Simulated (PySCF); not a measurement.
# F₂HSSi−, an adduct: interaction energy

An exercise on one series of results from a longer session: the logs are not shown, and one member is left open.

Programs: PySCF 2.14.0. All values are calculated, for the isolated system unless a continuum is named. Atoms count from 0, parts from 1.

## The system as given

5 atoms, charge -1, multiplicity 1; geometry: GFN2-xTB. Parts: 1 = atoms 0–2, `F[Si]F`, charge 0; 2 = atoms 3–4, `[SH-]`, charge -1. In the given geometry Si1 and S3 of different parts are bonded (2.30 Å), so values for the parts refer to these atom groups.

Set-up of the first run:

What the job is given:

```
{"job": {"xc": "PBE0", "basis": "def2-TZVPD", "d3": "d3bj", "grid": 3, "kind": "geom", "shake": 0.01}, "charge": -1, "multiplicity": 1, "parts": [{"atoms": "0-2", "charge": 0, "multiplicity": 1}, {"atoms": "3-4", "charge": -1, "multiplicity": 1}]}
F     -0.833344     0.553812    -0.782627
Si     0.667359    -0.082690    -0.569432
F      0.129250    -0.922112     0.771693
S      0.502752    -1.765449    -2.134241
H     -0.856458    -1.775537    -2.098899
```

The run is started by

```sh
OMP_NUM_THREADS=1 python cluster_run.py task.json out
```

The driver reads the jobs from task.json and runs them one after another.

Steps of the session up to this table: Geometry optimisation at PBE0-D3(BJ)/def2-TZVPD; Coupled-cluster interaction energy: CCSD(T) and MP2, 2.31 Å; Coupled-cluster interaction energy: CCSD(T) and MP2, 2.42 Å; Coupled-cluster interaction energy: CCSD(T) and MP2, 2.54 Å; Coupled-cluster interaction energy: CCSD(T) and MP2, 2.19 Å; Coupled-cluster interaction energy: CCSD(T) and MP2, 2.88 Å; Coupled-cluster interaction energy: CCSD(T) and MP2, 2.08 Å; Coupled-cluster interaction energy: CCSD(T) and MP2, 3.46 Å; Coupled-cluster interaction energy: CCSD(T) and MP2, 4.61 Å.

One table of the session follows, with a row left open; its other results are not shown here.

It belongs to the step «Coupled-cluster interaction energy: CCSD(T) and MP2, 4.61 Å». 

| method | interaction energy (kcal/mol) |
| --- | --- |
| HF/aug-cc-pVDZ | -7.70 |
| MP2/aug-cc-pVDZ | -7.76 |
| CCSD/aug-cc-pVDZ | -7.63 |
| CCSD(T)/aug-cc-pVDZ | -7.72 |
| HF/aug-cc-pVQZ | -7.66 |
| MP2/aug-cc-pVQZ | -7.85 |
| SCS-MP2/aug-cc-pVQZ | -7.68 |
| MP2, extrapolated | ? |
| CCSD(T), limit estimate | -7.83 |

**Question.** Estimate the row for MP2, extrapolated.

**Answer.** interaction energy (kcal/mol): -7.87. In the column «interaction energy (kcal/mol)» it is the lowest.
